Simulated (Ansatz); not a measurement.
# Pt3W (I4/mmm) in Ansatz: reference runs, part 2 of 2

Ansatz 0.2.0. The steps go on from the part before.

## 3. Single point, PBEsol (atoms moved at random, drawn with an rms of 0.05 Å)

input.yaml reads:

```yaml
crystal:
  lattice:
    - [-1.94790367, 1.94790367, 4.01834097]
    - [1.94790367, -1.94790367, 4.01834097]
    - [1.94790367, 1.94790367, -4.01834097]
  atoms:
    - { symbol: Pt, position: [0.500622, 0.493109, -0.005574] }
    - { symbol: Pt, position: [0.247665, 0.770448, 0.519109] }
    - { symbol: Pt, position: [0.738661, 0.237971, 0.479099] }
    - { symbol: W, position: [0.004357, 9.5e-05, -0.001185] }
kpoints:
  mp_grid: { grid: [10, 10, 10] }
scf:
  occupations: { method: fermi_dirac, width: 0.05 }
hamiltonian:
  xc: pbesol
  pseudopotentials: { kind: all_electron, lapw: { basis_error: 0.001 } }
output:
  forces: true
  stress: true
  eigenvalues: true
  populations: true
```

Potentials or basis: all-electron LAPW, scalar-relativistic.

On the command line:

```bash
> ansatz run input.yaml --threads 2 --pin off --max-ram 8192MiB --backend cpu --events-out ev --progress --plain --runs-dir out
```

Output:

```text
Warning: RAYON_NUM_THREADS=2 ignored (pool sized by the plan → 2); use --threads N
Pt: projections on atomic orbitals take those of the free atom 1s2 2s2 2p6 3s2 3p6 3d10 4s2 4p6 4d10 4f14 5s2 5p6 5d9 6s1, of charge +0.00 (hamiltonian.pseudopotentials.projection_atoms)
W: projections on atomic orbitals take those of the free atom 1s2 2s2 2p6 3s2 3p6 3d10 4s2 4p6 4d10 4f14 5s2 5p6 5d4 6s2, of charge +0.00 (hamiltonian.pseudopotentials.projection_atoms)
LAPW: plane waves up to 8.904 Å⁻¹, error target 1.0e-3 eV per atom; small_component_spin mean_spin; W in spheres of 1.343 Å, 44 of its electrons in bands, Dirac shells []; Pt in spheres of 1.323 Å, 42 of its electrons in bands, Dirac shells [] (how accurate: hamiltonian.pseudopotentials.lapw.basis_error, Limitations)
Engine: ansatz 0.2.0, aarch64-unknown-linux-gnu
Pseudopotentials: kind: all_electron
Pseudopotential: Pt, LAPW, valence charge 42, lapw/all_electron/scalar/gaussian/Pt, Koelling and Harmon's equation, gaussian nucleus
Pseudopotential: W, LAPW, valence charge 44, lapw/all_electron/scalar/gaussian/W, Koelling and Harmon's equation, gaussian nucleus
Functional definition: PBEsol
  exchange = pbesol_x
  correlation = pbesol_c
Crystal: 4 atoms, lattice volume = 60.988 Å³
Basis set: ecut = 302.05632616526685 eV, 719 PW (Γ), FFT grids on a1+a3, a2+a3, a3, exchange–correlation at level 2
Bands: 102, of which v1, the nominal top of the filled ones, is band 85 counted from 1 (84 counted from 0)
Symmetry: 1 space group operations
Space group: P1 (ITA 1), of the structure as read, at distance tolerance 3.9e-5 Å
k-points: 504 of 1000 (time reversal used)
Non-local potential: Pt, projectors of the file, none
Non-local potential: W, projectors of the file, none
Initial density: superposition of atomic densities (chi_scale 0.1, normalization cell, long waves kept (reshape's long-wave potential 0.00 eV rms))
Initial wavefunctions: plane waves of lowest kinetic energy (no species holds an atomic orbital)
Functional: x = pbesol(κ = 0.804, μ = 0.12345679012345678), c = pbesol(β = 0.046)
iter 1 solved again at ethr=2.22e-3 eV; its pass at ethr=1.00e-1 eV (dr2=3.78e0 eV) is discarded
[... 26 lines left out ...]
  E_band       = -14303.340518
  E_kinetic    = 2197728.843728
  E_xc         = -37364.136745
  E_electrostatic = -4101894.108119  (all electrons and nuclei)
  E_smearing   = -0.021707  (= −TS)
  E_closure    = -0.000000  (closes the sum)
  E_atoms      = -1941495.257429  (free atoms, spherical and without spin; not in F)
  Σ components = -1941529.422843   (vs F -1941529.422843, Δ=0.00e0)
  Basis errors (estimates in eV, not in F): energy 2.6e-4 per atom: plane waves 2.3e-4 (1.2e-4 summed), levels above the bands 8.4e-149, relativity 6.1e-8, radial functions 3.4e-5, core shells 4.5e-7; eigenvalues (radial functions only) 2.6e-6; not estimated: angular momenta, meshes, grids; target (lapw.basis_error) 1.0e-3; muffin-tin radii W 1.343 Å, Pt 1.323 Å
--- Forces (eV/Å), atoms counted from 1 ---
  atom   1  Pt     0.26636437    -0.13690085     0.10155503
  atom   2  Pt    -1.59669419    -0.27174230     0.04749837
  atom   3  Pt     1.22064146     0.51823971     0.14888032
  atom   4  W      0.10968916    -0.10959352    -0.29792714
  max |Σ_I F_I| component: 6.58e-6 eV/Å
--- Stress (GPa, compression-positive) ---
       -3.635567       0.651086       0.735228
        0.651086      -3.410949      -0.099327
        0.735228      -0.099327      -4.781774
  P = ⅓ Tr σ = -3.9428 GPa (-39.428 kbar)
--- Band table (eV; the first three rows and the last of 504) ---
  k-point 0: bands = ["-389.3009", "-389.2550", "-389.2538", "-274.3613", "-274.3563", "-274.3558", "-274.3498", "-274.3466", "-274.3422", "-274.3390", "-274.3333", "-274.3162", "-274.3112", "-274.1295", "-274.0898", "-274.0750", "-274.0728", "-274.0526", "-204.5815", "-204.5701", "-204.5691", "-204.5429", "-204.5229", "-69.7710", "-69.7425", "-69.5151", "-45.5780", "-38.3154", "-38.3102", "-38.3037", "-38.3001", "-38.2974", "-38.2948", "-38.2920", "-38.2882", "-38.2877", "-38.2806", "-38.2744", "-38.2733", "-38.2708", "-38.2672", "-38.0677", "-38.0675", "-38.0517", "-38.0241", "-38.0122", "-38.0108", "-38.0040", "-24.0791", "-24.0570", "-24.0287", "-23.9090", "-23.8424", "-23.8389", "-23.7139", "-23.7122", "-23.5869", "-9.8354", "-9.7217", "-9.7185", "0.0652", "0.0706", "0.0719", "0.0841", "0.1006", "0.1274", "0.1276", "18.6723", "21.8176", "22.3833", "23.0260", "23.4580", "24.2439", "24.3034", "24.6706", "24.7134", "25.1924", "25.8330", "25.8810", "26.6222", "26.9740", "27.7833", "29.0539", "29.3650", "30.4117", "30.4897", "30.7090", "30.7646", "32.3417", "35.8405", "37.3023", "37.3483", "37.9096", "37.9410", "37.9683", "38.5713", "40.7921", "40.8367", "41.1736", "42.7753", "42.9383", "47.3619"]
  k-point 1: bands = ["-389.3009", "-389.2550", "-389.2538", "-274.3613", "-274.3563", "-274.3558", "-274.3498", "-274.3466", "-274.3422", "-274.3390", "-274.3333", "-274.3162", "-274.3112", "-274.1295", "-274.0898", "-274.0750", "-274.0728", "-274.0526", "-204.5815", "-204.5701", "-204.5691", "-204.5429", "-204.5229", "-69.7698", "-69.7436", "-69.5151", "-45.5780", "-38.3154", "-38.3102", "-38.3037", "-38.3000", "-38.2974", "-38.2949", "-38.2920", "-38.2882", "-38.2877", "-38.2806", "-38.2744", "-38.2733", "-38.2707", "-38.2672", "-38.0677", "-38.0675", "-38.0517", "-38.0241", "-38.0122", "-38.0108", "-38.0040", "-24.0718", "-24.0529", "-24.0175", "-23.9205", "-23.8548", "-23.8343", "-23.7204", "-23.7087", "-23.5890", "-9.8356", "-9.7263", "-9.7201", "0.0652", "0.0705", "0.0718", "0.0841", "0.1006", "0.1273", "0.1275", "18.9545", "22.0207", "22.5676", "23.1991", "23.6193", "24.0092", "24.3559", "24.4331", "24.7804", "25.3316", "25.7661", "25.8122", "26.7483", "27.0028", "27.6152", "28.7609", "28.9501", "29.2429", "30.1793", "30.6564", "31.5764", "32.6073", "35.2479", "36.0920", "36.7402", "36.8724", "37.7785", "39.5462", "40.3865", "40.7297", "41.1960", "42.1701", "43.3511", "43.5700", "46.9937"]
  k-point 2: bands = ["-389.3009", "-389.2550", "-389.2538", "-274.3613", "-274.3563", "-274.3558", "-274.3498", "-274.3466", "-274.3422", "-274.3390", "-274.3333", "-274.3162", "-274.3112", "-274.1295", "-274.0898", "-274.0750", "-274.0728", "-274.0526", "-204.5815", "-204.5701", "-204.5691", "-204.5429", "-204.5229", "-69.7666", "-69.7465", "-69.5153", "-45.5779", "-38.3154", "-38.3102", "-38.3036", "-38.2999", "-38.2975", "-38.2949", "-38.2920", "-38.2882", "-38.2878", "-38.2806", "-38.2745", "-38.2734", "-38.2707", "-38.2671", "-38.0677", "-38.0675", "-38.0517", "-38.0241", "-38.0122", "-38.0108", "-38.0040", "-24.0880", "-24.0130", "-23.9956", "-23.9435", "-23.8882", "-23.8191", "-23.7322", "-23.6998", "-23.5952", "-9.8361", "-9.7364", "-9.7228", "0.0653", "0.0704", "0.0717", "0.0843", "0.1005", "0.1270", "0.1274", "19.7472", "22.4508", "23.1580", "23.3084", "23.5351", "23.7186", "24.0895", "24.6892", "25.0688", "25.5957", "25.7530", "25.9724", "26.3780", "26.9608", "27.1892", "27.4644", "28.5910", "29.2164", "29.4559", "30.3943", "30.6209", "34.3661", "35.0394", "35.2208", "35.5043", "35.5521", "36.4656", "39.8898", "42.3308", "42.6173", "43.5376", "43.6748", "44.5635", "44.7942", "45.1015"]
  k-point 503: bands = ["-389.3009", "-389.2550", "-389.2538", "-274.3613", "-274.3563", "-274.3558", "-274.3498", "-274.3466", "-274.3422", "-274.3390", "-274.3333", "-274.3162", "-274.3112", "-274.1295", "-274.0898", "-274.0750", "-274.0728", "-274.0526", "-204.5815", "-204.5701", "-204.5691", "-204.5429", "-204.5229", "-69.7702", "-69.7425", "-69.5158", "-45.5782", "-38.3154", "-38.3102", "-38.3037", "-38.3001", "-38.2974", "-38.2948", "-38.2920", "-38.2882", "-38.2877", "-38.2806", "-38.2744", "-38.2733", "-38.2708", "-38.2672", "-38.0677", "-38.0675", "-38.0517", "-38.0241", "-38.0122", "-38.0108", "-38.0040", "-24.0999", "-24.0799", "-23.9637", "-23.9062", "-23.8131", "-23.8077", "-23.7254", "-23.7218", "-23.6486", "-9.8473", "-9.7193", "-9.7159", "0.0651", "0.0707", "0.0720", "0.0847", "0.1005", "0.1273", "0.1275", "21.2568", "21.5059", "21.8328", "21.9170", "22.3694", "22.4092", "23.2605", "24.0081", "25.5208", "26.3831", "26.6992", "26.7361", "27.7051", "27.7735", "27.9583", "28.6017", "29.4003", "30.7335", "30.7790", "31.0396", "31.1162", "31.1519", "31.2123", "32.2617", "38.5556", "39.3336", "39.3896", "40.1485", "40.1932", "40.5194", "45.5033", "46.1327", "46.2552", "46.3077", "46.4029"]
--- Löwdin populations: 4 sites ---
  site symbol       q [e]
     0     Pt     77.9041
     1     Pt     77.8130
     2     Pt     77.8132
     3      W     73.8292
  spilling = 0.002080 (of n_electrons = 308.000000)
```

Wall time 22 min (2 threads of Arm Neoverse V2, shared host); peak memory 5.8 GiB.

What came out:

```yaml
Free_energy: -1941529.4228 eV
Pressure: -3.9 GPa
Largest_force: 1.620 eV/Å
Band_gap_on_the_k_mesh: none (metal or under the smearing width)
```

Forces on the atoms (eV/Å):
```
Pt   0.266 -0.137  0.102
Pt  -1.597 -0.272  0.047
Pt   1.221  0.518  0.149
W    0.110 -0.110 -0.298
```

Stress tensor (GPa, compression positive):
```
-3.64  0.65  0.74
 0.65 -3.41 -0.10
 0.74 -0.10 -4.78
```

Levels at points of the mesh, in eV from the Fermi level:
```
              k point  band 81  band 82  band 83  band 84  band 85  band 86  band 87  band 88  band 89  band 90
   (0.00, 0.00, 0.00)    -2.32    -1.51    -0.24     0.07     1.12     1.20     1.42     1.47     3.05     6.55
  (0.00, 0.00, -0.50)    -2.25    -1.84    -1.05    -0.87    -0.66     0.64     1.14     1.30     1.55     1.60
  (0.00, -0.50, 0.00)    -2.53    -2.49    -1.75    -0.94    -0.88    -0.42     0.15     1.23     1.61     3.21
 (0.00, -0.50, -0.50)    -2.51    -2.37    -1.74    -0.97    -0.75    -0.45     0.16     1.29     1.73     3.33
  (-0.50, 0.00, 0.00)    -2.51    -2.39    -1.72    -0.99    -0.67    -0.48     0.17     1.36     1.80     3.45
 (-0.50, 0.00, -0.50)    -2.61    -2.46    -1.66    -1.04    -0.59    -0.52     0.19     1.49     1.87     3.64
 (-0.50, -0.50, 0.00)    -2.30    -1.87    -0.98    -0.91    -0.63     0.63     1.13     1.30     1.53     1.58
(-0.50, -0.50, -0.50)    -1.52    -1.33    -0.69     0.11     1.44     1.49     1.75     1.82     1.86     1.92
```
